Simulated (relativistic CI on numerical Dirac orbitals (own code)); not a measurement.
**Ions of ruthenium: ground levels and radial parameters**

Aim: one configuration for each member; how do the lowest level, the moment, the spin-orbit parameter and the size of the open shell change?

The numbers are computed with relativistic CI on numerical Dirac orbitals (own code) version 3 (Dirac-Coulomb-Breit CI, KLI orbitals optimised for each configuration, model QED (radiative potential, 1s self-energy scaled to tabulated hydrogen-like ionisation energies), valence Slater integrals scaled by 0.9), except any that are marked as measured or tabulated.

## Step 1: Starting point

```
members      : Ru²⁴⁺ [Ar] 3d2, Ru²⁵⁺ [Ar] 3d, Ru²⁷⁺ [Ne] 3s2 3p5, Ru²⁸⁺ [Ne] 3s2 3p4, Ru²⁹⁺ [Ne] 3s2 3p3, Ru³⁰⁺ [Ne] 3s2 3p2
Slater scale : 0.9
```

## Step 2: Ru²⁴⁺, [Ar] 3d2

The run's settings:

```ini
atom Ru  Z=44  charge=24  electrons=20
nucleus A=102  rms_radius_fm=4.4809
hamiltonian dirac-coulomb  breit=on  qed=on  c_scale=1
orbitals kli  potential=per-configuration
slater_scale 0.9
correlation none
mixing on
configurations
  [Ar] 3d2
end
```

Started as:

```bash
python run_levels.py task.json out
```

The settings of every run stand in task.json; they run in order.

Results of the run (chosen fields of its result record, rounded):

```text
{
  "status": "converged",
  "levels [i, E_cm, J2, conf, term, w_term, jj, w_jj, g, tau_s]": [
    [0, 0, 4, "3d2", "3F", 0.897, "3d3/2^2", 0.9178, 0.7, "-"],
    [1, 36700.592, 6, "3d2", "3F", 1, "3d3/2 3d5/2", 1, 1.08, 0.0008803],
    [2, 66178.849, 8, "3d2", "3F", 0.8853, "3d3/2 3d5/2", 0.5238, 1.218, 0.002184],
    [3, 70954.638, 0, "3d2", "3P", 0.9246, "3d3/2^2", 0.8436, "-", 0.5731],
    [4, 80475.581, 4, "3d2", "1D", 0.5063, "3d3/2 3d5/2", 0.9003, 1.176, 0.0007443],
    [5, 92916.185, 2, "3d2", "3P", 1, "3d3/2 3d5/2", 1, 1.498, 0.003372],
    [6, 124315.48, 8, "3d2", "1G", 0.8853, "3d5/2^2", 0.5238, 1.026, 0.0004496],
    [7, 132109.73, 4, "3d2", "3P", 0.5821, "3d5/2^2", 0.9726, 1.281, 0.000365]
  ],
  "lines, the strongest and those to the lowest levels [upper, lower, type, S_au, A_per_s, branching]": [
    [1, 0, "M1", 5.964, 1136, 1],
    [2, 1, "M1", 5.964, 457.9, 1],
    [4, 0, "M1", 0.39, 1097, 0.8161],
    [4, 1, "M1", 0.5455, 246.8, 0.1837],
    [5, 0, "M1", 0.01408, 101.5, 0.3425]
  ],
  "n_levels_all": 9,
  "total_energy [Ha]": -4170.6135291,
  "configurations [conf, odd, states, E_av_cm, breit_Ha, qed_Ha, corr_Ha]": [
    ["3d2", 0, 45, 80552, 2.734, 1.906, "-"]
  ],
  "radial 3d2 [Ha, bohr]": {"<r^-3>(3d)": 95.628, "<r^1>(3d)": 0.32716, "<r^2>(3d)": 0.12456, "<r^4>(3d)": 0.026485, "F2(3d,3d)": 1.4151, "F4(3d,3d)": 0.91176, "zeta(3d)": 0.083111}
}
```

It took 0.11 s on 1 thread, shared host.

## Step 3: Ru²⁵⁺, [Ar] 3d

Changes to the settings of step 2:

```diff
@@ -1,2 +1,2 @@
-atom Ru  Z=44  charge=24  electrons=20
+atom Ru  Z=44  charge=25  electrons=19
 nucleus A=102  rms_radius_fm=4.4809
@@ -8,3 +8,3 @@
 configurations
-  [Ar] 3d2
+  [Ar] 3d
 end
```

Result record:

```text
{
  "status": "converged",
  "levels [i, E_cm, J2, conf, term, w_term, jj, w_jj, g, tau_s]": [
    [0, 0, 3, "3d", "2D", 1, "3d3/2", 1, 0.7961, "-"],
    [1, 47419.878, 5, "3d", "2D", 1, "3d5/2", 1, 1.197, 0.0008721]
  ],
  "lines, the strongest and those to the lowest levels [upper, lower, type, S_au, A_per_s, branching]": [
    [1, 0, "M1", 2.392, 1147, 1]
  ],
  "n_levels_all": 2,
  "total_energy [Ha]": -4127.034071,
  "configurations [conf, odd, states, E_av_cm, breit_Ha, qed_Ha, corr_Ha]": [
    ["3d", 0, 10, 28451.9, 2.723, 1.908, "-"]
  ],
  "radial 3d [Ha, bohr]": {"<r^-3>(3d)": 98.813, "<r^1>(3d)": 0.32236, "<r^2>(3d)": 0.12074, "<r^4>(3d)": 0.024746, "zeta(3d)": 0.086164}
}
```

It took 0.096 s on 1 thread, shared host.

## Step 4: Ru²⁷⁺, [Ne] 3s2 3p5

Changes to the settings of step 3:

```diff
@@ -1,2 +1,2 @@
-atom Ru  Z=44  charge=25  electrons=19
+atom Ru  Z=44  charge=27  electrons=17
 nucleus A=102  rms_radius_fm=4.4809
@@ -8,3 +8,3 @@
 configurations
-  [Ar] 3d
+  [Ne] 3s2 3p5
 end
```

Result record:

```text
{
  "status": "converged",
  "levels [i, E_cm, J2, conf, term, w_term, jj, w_jj, g, tau_s]": [
    [0, 0, 3, "3p5", "2P*", 1, "3p3/2^3", 1, 1.33, "-"],
    [1, 236588.29, 1, "3p5", "2P*", 1, "3p1/2 3p3/2^4", 1, 0.661, 4.211e-06]
  ],
  "lines, the strongest and those to the lowest levels [upper, lower, type, S_au, A_per_s, branching]": [
    [1, 0, "M1", 1.326, 2.368e+05, 0.9972]
  ],
  "n_levels_all": 2,
  "total_energy [Ha]": -4027.7754955,
  "configurations [conf, odd, states, E_av_cm, breit_Ha, qed_Ha, corr_Ha]": [
    ["3p5", 1, 6, 78862.8, 2.676, 1.91, "-"]
  ],
  "radial 3p5 [Ha, bohr]": {"<r^-3>(3p)": 655.36, "<r^1>(3p)": 0.35186, "<r^2>(3p)": 0.14278, "<r^4>(3p)": 0.031053, "zeta(3p)": 0.71735}
}
```

It took 0.08 s on 1 thread, shared host.

## Step 5: Ru²⁸⁺, [Ne] 3s2 3p4

The run's settings:

```ini
atom Ru  Z=44  charge=28  electrons=16
nucleus A=102  rms_radius_fm=4.4809
hamiltonian dirac-coulomb  breit=on  qed=on  c_scale=1
orbitals kli  potential=per-configuration
slater_scale 0.9
correlation none
mixing on
configurations
  [Ne] 3s2 3p4
end
```

Result record:

```text
{
  "status": "converged",
  "levels [i, E_cm, J2, conf, term, w_term, jj, w_jj, g, tau_s]": [
    [0, 0, 4, "3p4", "3P", 0.7647, "3p3/2^2", 0.9882, 1.379, "-"],
    [1, 73598.251, 0, "3p4", "1S", 0.5078, "3p3/2^2", 0.974, "-", 0.3001],
    [2, 224648.44, 2, "3p4", "3P", 1, "3p1/2 3p3/2^3", 1, 1.498, 4.454e-06],
    [3, 268162.09, 4, "3p4", "1D", 0.7647, "3p1/2 3p3/2^3", 0.9882, 1.114, 7.119e-06],
    [4, 529870.84, 0, "3p4", "3P", 0.5078, "3p3/2^4", 0.974, "-", 1.287e-06]
  ],
  "lines, the strongest and those to the lowest levels [upper, lower, type, S_au, A_per_s, branching]": [
    [1, 0, "E2", 0.01378, 3.332, 1],
    [2, 0, "M1", 1.902, 1.939e+05, 0.8636],
    [2, 1, "M1", 0.9788, 3.033e+04, 0.1351],
    [3, 0, "M1", 1.341, 1.395e+05, 0.993],
    [4, 2, "M1", 1.01, 7.745e+05, 0.9964]
  ],
  "n_levels_all": 5,
  "total_energy [Ha]": -3972.2914154,
  "configurations [conf, odd, states, E_av_cm, breit_Ha, qed_Ha, corr_Ha]": [
    ["3p4", 0, 15, 174548, 2.637, 1.91, "-"]
  ],
  "radial 3p4 [Ha, bohr]": {"<r^-3>(3p)": 669.76, "<r^1>(3p)": 0.34868, "<r^2>(3p)": 0.14018, "<r^4>(3p)": 0.029864, "F2(3p,3p)": 1.2972, "zeta(3p)": 0.733}
}
```

Wall time 0.083 s (1 thread, shared host).

## Step 6: Ru²⁹⁺, [Ne] 3s2 3p3

The run's settings:

```ini
atom Ru  Z=44  charge=29  electrons=15
nucleus A=102  rms_radius_fm=4.4809
hamiltonian dirac-coulomb  breit=on  qed=on  c_scale=1
orbitals kli  potential=per-configuration
slater_scale 0.9
correlation none
mixing on
configurations
  [Ne] 3s2 3p3
end
```

Result record:

```text
{
  "status": "converged",
  "levels [i, E_cm, J2, conf, term, w_term, jj, w_jj, g, tau_s]": [
    [0, 0, 3, "3p3", "4S*", 0.4201, "3p3/2", 0.9548, 1.5, "-"],
    [1, 200804.92, 3, "3p3", "2D*", 0.5103, "3p1/2 3p3/2^2", 0.9588, 1.362, 5.693e-06],
    [2, 247732.42, 5, "3p3", "2D*", 1, "3p1/2 3p3/2^2", 1, 1.196, 2.906e-05],
    [3, 310429.52, 1, "3p3", "2P*", 1, "3p1/2 3p3/2^2", 1, 0.6608, 4.951e-06],
    [4, 514036.71, 3, "3p3", "2P*", 0.5912, "3p3/2^3", 0.9822, 1.262, 1.834e-06]
  ],
  "lines, the strongest and those to the lowest levels [upper, lower, type, S_au, A_per_s, branching]": [
    [1, 0, "M1", 3.216, 1.756e+05, 0.9996],
    [2, 0, "M1", 0.4892, 3.344e+04, 0.9715],
    [3, 0, "M1", 0.4963, 2.003e+05, 0.9916],
    [4, 1, "M1", 1.953, 4.047e+05, 0.7421],
    [4, 2, "M1", 0.6789, 8.646e+04, 0.1585]
  ],
  "n_levels_all": 5,
  "total_energy [Ha]": -3914.3043111,
  "configurations [conf, odd, states, E_av_cm, breit_Ha, qed_Ha, corr_Ha]": [
    ["3p3", 1, 20, 248331, 2.598, 1.91, "-"]
  ],
  "radial 3p3 [Ha, bohr]": {"<r^-3>(3p)": 684.37, "<r^1>(3p)": 0.34556, "<r^2>(3p)": 0.13767, "<r^4>(3p)": 0.028741, "F2(3p,3p)": 1.3082, "zeta(3p)": 0.74883}
}
```

Run time: 0.08 s. Hardware: 1 thread, shared host.

## Step 7: Ru³⁰⁺, [Ne] 3s2 3p2

The run's settings:

```ini
atom Ru  Z=44  charge=30  electrons=14
nucleus A=102  rms_radius_fm=4.4809
hamiltonian dirac-coulomb  breit=on  qed=on  c_scale=1
orbitals kli  potential=per-configuration
slater_scale 0.9
correlation none
mixing on
configurations
  [Ne] 3s2 3p2
end
```

Result record:

```text
{
  "status": "converged",
  "levels [i, E_cm, J2, conf, term, w_term, jj, w_jj, g, tau_s]": [
    [0, 0, 0, "3p2", "3P", 0.7821, "3p1/2^2", 0.9832, "-", "-"],
    [1, 209490.71, 2, "3p2", "3P", 1, "3p1/2 3p3/2", 1, 1.497, 7.779e-06],
    [2, 246780.17, 4, "3p2", "1D", 0.5453, "3p1/2 3p3/2", 0.9846, 1.223, 0.001776],
    [3, 486061.06, 4, "3p2", "3P", 0.5453, "3p3/2^2", 0.9846, 1.269, 3.424e-06],
    [4, 575752.96, 0, "3p2", "1S", 0.7821, "3p3/2^2", 0.9832, "-", 1.732e-06]
  ],
  "lines, the strongest and those to the lowest levels [upper, lower, type, S_au, A_per_s, branching]": [
    [1, 0, "M1", 1.555, 1.285e+05, 1],
    [2, 1, "M1", 1.139, 318.6, 0.566],
    [3, 1, "M1", 1.354, 1.545e+05, 0.5291],
    [3, 2, "M1", 1.85, 1.367e+05, 0.4681],
    [4, 1, "M1", 0.4333, 5.742e+05, 0.9947]
  ],
  "n_levels_all": 5,
  "total_energy [Ha]": -3853.8922187,
  "configurations [conf, odd, states, E_av_cm, breit_Ha, qed_Ha, corr_Ha]": [
    ["3p2", 0, 15, 324562, 2.557, 1.91, "-"]
  ],
  "radial 3p2 [Ha, bohr]": {"<r^-3>(3p)": 699.2, "<r^1>(3p)": 0.3425, "<r^2>(3p)": 0.13524, "<r^4>(3p)": 0.027681, "F2(3p,3p)": 1.319, "zeta(3p)": 0.76486}
}
```

Run time: 0.086 s. Hardware: 1 thread, shared host.

## Step 8: The trend

```tsv
ion	open shell	lowest level	LS (%)	g	moment (μB)	ζ (cm⁻¹)	F² (cm⁻¹)	<r> (bohr)
Ru²⁴⁺	3d	3F2	90	0.700	1.71	18240	310569	0.327
Ru²⁵⁺	3d	2D3/2	100	0.796	1.54	18910	-	0.322
Ru²⁷⁺	3p	2P°3/2	100	1.330	2.58	157400	-	0.352
Ru²⁸⁺	3p	3P2	76	1.379	3.38	160900	284709	0.349
Ru²⁹⁺	3p	4S°3/2 + 2P°	42	1.500	2.91	164300	287120	0.346
Ru³⁰⁺	3p	3P0	78	-	0.00	167900	289496	0.342
```

ζ, F² and <r> are unscaled and averaged over j; the moment is g√(J(J+1)) of the lowest level.

## Step 9: Summary of results

| quantity | value |
| --- | --- |
| lowest levels | Ru²⁴⁺ 3F2, Ru²⁵⁺ 2D3/2, Ru²⁷⁺ 2P°3/2, Ru²⁸⁺ 3P2, Ru²⁹⁺ 4S°3/2 + 2P°, Ru³⁰⁺ 3P0 |
| largest moment | 3.38 μB (Ru²⁸⁺) |
| ζ, first and last | 3d 18200, 3p 168000 cm⁻¹ |
| <r>, first and last | 3d 0.327, 3p 0.342 bohr |

In words: The open shell changes along the series (3d, 3p), so ζ and <r> compare only within one shell. The largest moment belongs to Ru²⁸⁺. For Ru²⁹⁺ the LS label holds under 70 % of the lowest level: spin-orbit coupling mixes terms.
